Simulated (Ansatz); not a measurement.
CH4F2Sn, SMILES F[CH](F)[SnH3], a single point in a Gaussian basis

Computed with Ansatz 0.2.0, Python API.

`energy_ch4f2sn.py`
```python
'''Single point of CH4F2Sn in a Gaussian basis.'''

from pathlib import Path

import ansatz as az
from ase import Atoms

SETTINGS = {
    'basis_set': 'def2-SVP',
}


def main() -> None:
    atoms = Atoms(['F', 'C', 'F', 'Sn', 'H', 'H', 'H', 'H'], positions=[
        [1.6071, 1.2444, -0.2072],
        [1.111, 0.0204, 0.1096],
        [1.3992, -0.2464, 1.4135],
        [-0.9367, -0.0667, -0.1507],
        [1.6046, -0.7305, -0.5668],
        [-1.7779, 1.1177, 0.8936],
        [-1.3832, 0.2693, -1.8125],
        [-1.5321, -1.6653, 0.2647],
    ])
    mol = az.Crystal.molecule_from_ase(atoms)

    setup = mol.calculation()
    setup = setup.basis(gaussian=SETTINGS['basis_set']).functional(az.LibraryFunctional('BHLYP'))
    setup = setup.accuracy('medium')
    setup = setup.orbitals()
    result = setup.run(threads=1, runs_dir='out')
    rep = result.report

    for key in ('converged', 'free_energy_ev', 'reference_energy_ev', 'n_frozen', 'n_occupied', 'n_virtual'):
        print(f'{key:22s} {rep[key]}')

    state = rep['mean_field']['state']
    print(f'mean field: {state["energy"]["hartree"]:.7f} Ha, <S^2> = {abs(state["spin_squared"]):.4f}, stability: {state.get("stability", {}).get("kind")}')

    lines = Path(rep['orbitals_path']).read_text().splitlines()
    field_of = lambda key: [line.split('=')[1].strip() for line in lines if line.startswith(key)]
    orbitals = [(27.211386 * float(e), s, float(n)) for e, s, n in zip(field_of('Ene='), field_of('Spin='), field_of('Occup='))]
    homo = max(e for e, _, n in orbitals if n > 0.5)
    lumo = min(e for e, _, n in orbitals if n < 0.5)
    print(f'HOMO {homo:.3f} eV, LUMO {lumo:.3f} eV, gap {lumo - homo:.3f} eV')


if __name__ == '__main__':
    main()
```

Running `python energy_ch4f2sn.py` prints:
```text
converged              True
free_energy_ev         -12355.877726366498
reference_energy_ev    -12355.877726366498
n_frozen               0
n_occupied             [25, 25]
n_virtual              [63, 63]
mean field: -454.0701313 Ha, <S^2> = 0.0000, stability: minimum
HOMO -9.659 eV, LUMO 1.224 eV, gap 10.883 eV
```

Caveats:
- The settings weren't tested for convergence.
- The geometry is a force-field or estimated start, not a minimum of this method, and the basis set is short of its limit.
- def2 sets replace the cores of elements past krypton by effective core potentials.
- Levels such as HOMO and LUMO are orbital energies: with these approximate functionals they aren't the ionisation energy and electron affinity, and their gap isn't the fundamental gap.
- It ran for 3 s on 1 thread of Arm Neoverse V2, on a shared host, peak memory 0.24 GiB.
